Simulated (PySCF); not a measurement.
**Accurate constants of BeP, step by step**

An exercise on one series of results from a longer session: the logs are not shown, and one member is left open.

Computed with PySCF 2.14.0. Level: CCSD(T) on ROHF, no relativity in the base curves; scalar relativity is added as a correction.

Set-up of the first run:

* molecule: BeP
* state: quartet, unpaired electrons σ ↑, π ↑↑
* smaller basis: Be cc-pVTZ, P cc-pV(T+d)Z
* larger basis: Be cc-pVQZ, P cc-pV(Q+d)Z
* frozen core orbitals: 6
* extrapolation: correlation as n⁻³ (n = 3, 4), Hartree–Fock as (n+1)·exp(−9√n)
* corrections: core–valence correlation, scalar relativity
* distances (Å): 1.8322, 1.9154, 1.9987, 2.0820, 2.1653, 2.2694, 2.3735
* masses (u): 9.0122, 30.9738
* dissociation limit: Be + P

Run with:

```bash
$ OMP_NUM_THREADS=4 python comp.py task.json out
```

One table of the session follows, with a row left open; its other results are not shown here.

Parts of the energy along the bond, in eV from Be + P:

| R (Å) | HF/CBS | CCSD corr. | (T) | core–valence | relativity |
| --- | --- | --- | --- | --- | --- |
| 1.8322 | -0.532 | -0.198 | -0.0906 | -0.0370 | 0.0069 |
| 1.9154 | ? | ? | ? | ? | ? |
| 1.9987 | -0.903 | -0.179 | -0.0964 | -0.0209 | 0.0073 |
| 2.0820 | -0.925 | -0.177 | -0.1001 | -0.0151 | 0.0069 |
| 2.1653 | -0.877 | -0.181 | -0.1042 | -0.0105 | 0.0063 |
| 2.2694 | -0.749 | -0.196 | -0.1101 | -0.0062 | 0.0053 |
| 2.3735 | -0.570 | -0.222 | -0.1170 | -0.0032 | 0.0042 |

Estimate the missing values for R (Å) = 1.9154.

Worked estimate for «HF/CBS». A straight line through the neighbours (1.8322, -0.532) and (1.9987, -0.903) gives -0.532 + (-0.903 + 0.532) × (1.9154 − 1.8322) / (1.9987 − 1.8322) = -0.717; a parabola fitted to 3 rows on both sides gives -0.772.

As computed: HF/CBS: -0.784; CCSD corr.: -0.186; (T): -0.0933; core–valence: -0.0281; relativity: 0.0073. In «HF/CBS» the line misses by +0.067 and the parabola by +0.012.
